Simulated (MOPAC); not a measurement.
# doublet [C3H8B2]+, run twice

Aim: energy and forces of doublet [C3H8B2]+ at PM6-DH+ (COSMO water).

The calculation is run with MOPAC 23.2.5.

5 further runs of the same task are left out: 2 that didn't finish, 3 set aside as unsound or not needed.

## (1) The system as given

The species is [C3H8B2]+ (13 atoms), meant as a doublet with charge +1. As SMILES of the parent species, `B/C=C(\B)C`. The coordinates come from a GFN2-xTB relaxation. That shape belongs to the parent species and isn't relaxed for this state.

Bond lengths: B1–C2 1.527 Å, C2–C3 1.350 Å, C3–B4 1.556 Å, C3–C5 1.505 Å, B1–H6 1.171 Å, B1–H7 1.175 Å, C2–H8 1.088 Å, B4–H9 1.170 Å, B4–H10 1.169 Å, C5–H11 1.089 Å, C5–H12 1.090 Å, C5–H13 1.090 Å. Some angles: B1–C2–C3 122.0°, C2–C3–B4 123.3°, C2–C3–C5 121.3°, B4–C3–C5 115.4°, B1–C2–H8 120.9°, C3–C2–H8 117.1°, C2–B1–H6 121.5°, C2–B1–H7 118.4°, C3–B4–H9 119.9°, C3–B4–H10 120.1°.

## (2) The input as first written

The input, mol.mop:

```
PM6-DH+ ITRY=62 CHARGE=4 GRADIENTS 1SCF MULLIK EPS=78.4 THREADS=1 AUX(PRECISION=6)
C3H8B2 gradient

B     -1.904880 1     0.066090 1     1.098820 1
C     -0.816270 1    -0.688790 1     0.339170 1
C      0.266260 1    -0.062600 1    -0.169640 1
B      0.510760 1     1.467990 1    -0.032250 1
C      1.334540 1    -0.823180 1    -0.907140 1
H     -2.832630 1    -0.488220 1     1.549030 1
H     -1.794580 1     1.228530 1     1.225510 1
H     -0.883340 1    -1.764360 1     0.189750 1
H      1.185480 1     1.875010 1     0.832190 1
H      0.096700 1     2.203360 1    -0.841800 1
H      1.085980 1    -1.880160 1    -0.985210 1
H      2.288790 1    -0.720850 1    -0.389590 1
H      1.463190 1    -0.412820 1    -1.908830 1
```

Started as:

```console
$ mopac mol.mop
```

mol.out:

```text
MOPAC v23.2.5
PM6-DH+ CALCULATION RESULTS
[...]
           Empirical Formula: C3 H8 B2  =    13 atoms
      MOLECULAR POINT GROUP   :   Cs
[...]
     SCF FIELD WAS ACHIEVED
[...]
          FINAL HEAT OF FORMATION =        849.66769 KCAL/MOL =    3555.00962 KJ/MOL
          VAN DER WAALS AREA      =        128.69 SQUARE ANGSTROMS
          DIELECTRIC ENERGY       =        -39.62878 EV
          COSMO AREA              =        128.69 SQUARE ANGSTROMS
          COSMO VOLUME            =        116.82 CUBIC ANGSTROMS
          GRADIENT NORM           =        309.07127          =       85.72095 PER ATOM
          IONIZATION POTENTIAL    =         12.794948 EV
          HOMO LUMO ENERGIES (EV) =        -12.795 -7.200
          NO. OF FILLED LEVELS    =         11
          MOLECULAR WEIGHT        =         65.7162         POINT GROUP:  Cs
[...]
                             CARTESIAN COORDINATES
   1    B       -1.904880000     0.066090000     1.098820000
   2    C       -0.816270000    -0.688790000     0.339170000
   3    C        0.266260000    -0.062600000    -0.169640000
   4    B        0.510760000     1.467990000    -0.032250000
   5    C        1.334540000    -0.823180000    -0.907140000
   6    H       -2.832630000    -0.488220000     1.549030000
   7    H       -1.794580000     1.228530000     1.225510000
   8    H       -0.883340000    -1.764360000     0.189750000
   9    H        1.185480000     1.875010000     0.832190000
  10    H        0.096700000     2.203360000    -0.841800000
  11    H        1.085980000    -1.880160000    -0.985210000
  12    H        2.288790000    -0.720850000    -0.389590000
  13    H        1.463190000    -0.412820000    -1.908830000
[...]
              NET ATOMIC CHARGES AND DIPOLE CONTRIBUTIONS
  ATOM NO.   TYPE          CHARGE      No. of ELECS.   s-Pop       p-Pop
    1          B           1.296037        1.7040     1.02966     0.67431
    2          C          -0.078462        4.0785     1.27607     2.80239
    3          C          -0.077192        4.0772     1.21795     2.85924
    4          B           0.748943        2.2511     1.08537     1.16569
    5          C          -0.480555        4.4806     1.09179     3.38876
    6          H           0.523741        0.4763     0.47626
    7          H           0.443844        0.5562     0.55616
    8          H           0.323083        0.6769     0.67692
    9          H           0.296648        0.7034     0.70335
   10          H           0.301840        0.6982     0.69816
   11          H           0.218741        0.7813     0.78126
   12          H           0.241846        0.7582     0.75815
[...]
 DIPOLE           X         Y         Z       TOTAL
 POINT-CHG.   -16.417     9.771    11.137    22.114
 HYBRID         0.319    -1.704    -0.505     1.805
 SUM          -16.098     8.068    10.632    20.911
[...]
 * JOB ENDED NORMALLY *
[...]
```

Run time: 0.06 s. Hardware: 1 thread of Arm Neoverse N1, shared host.

## (3) What went wrong

The program ended normally, but the settings are unsound, so its numbers aren't properties of the molecule.

Cause: the charge typed isn't that of the species meant. In place of `PM6-DH+ ITRY=62 CHARGE=4 GRADIENTS 1SCF MULLIK EPS=78.4 THREADS=1 AUX(PRECISION=6)`, `C3H8B2 gradient` the sound input has `PM6-DH+ CHARGE=1 GRADIENTS EPS=78.4 1SCF MULLIK UHF DOUBLET THREADS=1 AUX(PRECISION=6)`, `gradient of C3H8B2`.

## (4) Second attempt

Edit mol.mop of step 2 so:

```diff
@@ -1,3 +1,3 @@
-PM6-DH+ ITRY=62 CHARGE=4 GRADIENTS 1SCF MULLIK EPS=78.4 THREADS=1 AUX(PRECISION=6)
-C3H8B2 gradient
+PM6-DH+ CHARGE=1 GRADIENTS EPS=78.4 1SCF MULLIK UHF DOUBLET THREADS=1 AUX(PRECISION=6)
+gradient of C3H8B2
```

Started as:

```console
$ mopac mol.mop
```

mol.out:

```text
MOPAC v23.2.5
PM6-DH+ CALCULATION RESULTS
[...]
           Empirical Formula: C3 H8 B2  =    13 atoms
      MOLECULAR POINT GROUP   :   Cs
[...]
     SCF FIELD WAS ACHIEVED
[...]
          FINAL HEAT OF FORMATION =        197.09884 KCAL/MOL =     824.66156 KJ/MOL
          VAN DER WAALS AREA      =        128.69 SQUARE ANGSTROMS
          DIELECTRIC ENERGY       =         -2.46608 EV
          COSMO AREA              =        128.69 SQUARE ANGSTROMS
          COSMO VOLUME            =        116.82 CUBIC ANGSTROMS
          GRADIENT NORM           =        151.76698          =       42.09259 PER ATOM
          IONIZATION POTENTIAL    =         11.639143 EV
          ALPHA SOMO LUMO (EV)    =        -11.675 -1.624
          BETA  SOMO LUMO (EV)    =        -11.639 -3.951
          NO. OF ALPHA ELECTRONS  =         13
          NO. OF BETA  ELECTRONS  =         12
          MOLECULAR WEIGHT        =         65.7162         POINT GROUP:  Cs
[...]
                             CARTESIAN COORDINATES
   1    B       -1.904880000     0.066090000     1.098820000
   2    C       -0.816270000    -0.688790000     0.339170000
   3    C        0.266260000    -0.062600000    -0.169640000
   4    B        0.510760000     1.467990000    -0.032250000
   5    C        1.334540000    -0.823180000    -0.907140000
   6    H       -2.832630000    -0.488220000     1.549030000
   7    H       -1.794580000     1.228530000     1.225510000
   8    H       -0.883340000    -1.764360000     0.189750000
   9    H        1.185480000     1.875010000     0.832190000
  10    H        0.096700000     2.203360000    -0.841800000
  11    H        1.085980000    -1.880160000    -0.985210000
  12    H        2.288790000    -0.720850000    -0.389590000
  13    H        1.463190000    -0.412820000    -1.908830000
[...]
              NET ATOMIC CHARGES AND DIPOLE CONTRIBUTIONS
  ATOM NO.   TYPE          CHARGE      No. of ELECS.   s-Pop       p-Pop
    1          B           0.207336        2.7927     1.10319     1.68948
    2          C          -0.157593        4.1576     1.19875     2.95884
    3          C           0.247643        3.7524     1.20079     2.55157
    4          B           0.192467        2.8075     1.12476     1.68277
    5          C          -0.563620        4.5636     1.09646     3.46716
    6          H           0.024449        0.9756     0.97555
    7          H           0.010796        0.9892     0.98920
    8          H           0.199365        0.8006     0.80063
    9          H           0.078352        0.9216     0.92165
   10          H           0.078481        0.9215     0.92152
   11          H           0.212073        0.7879     0.78793
   12          H           0.235857        0.7641     0.76414
[...]
 DIPOLE           X         Y         Z       TOTAL
 POINT-CHG.     0.822     0.922    -0.280     1.267
 HYBRID         0.391    -1.033    -0.411     1.179
 SUM            1.213    -0.111    -0.691     1.401
[...]
                    (S**2)  =    0.753960
[...]
 * JOB ENDED NORMALLY *
[...]
```

Run time: 0.08 s. Hardware: 1 thread of Arm Neoverse N1, shared host.

## (5) Results

Level: PM6-DH+ (COSMO water).

| quantity | value |
| --- | --- |
| HOMO energy (over α and β) | -11.64 eV |
| LUMO energy (over α and β) | -3.95 eV |
| heat of formation at this unrelaxed shape | 197.1 kcal/mol |
| ⟨S²⟩ | 0.754 |
| largest force on an atom | 4.872 eV/Å |
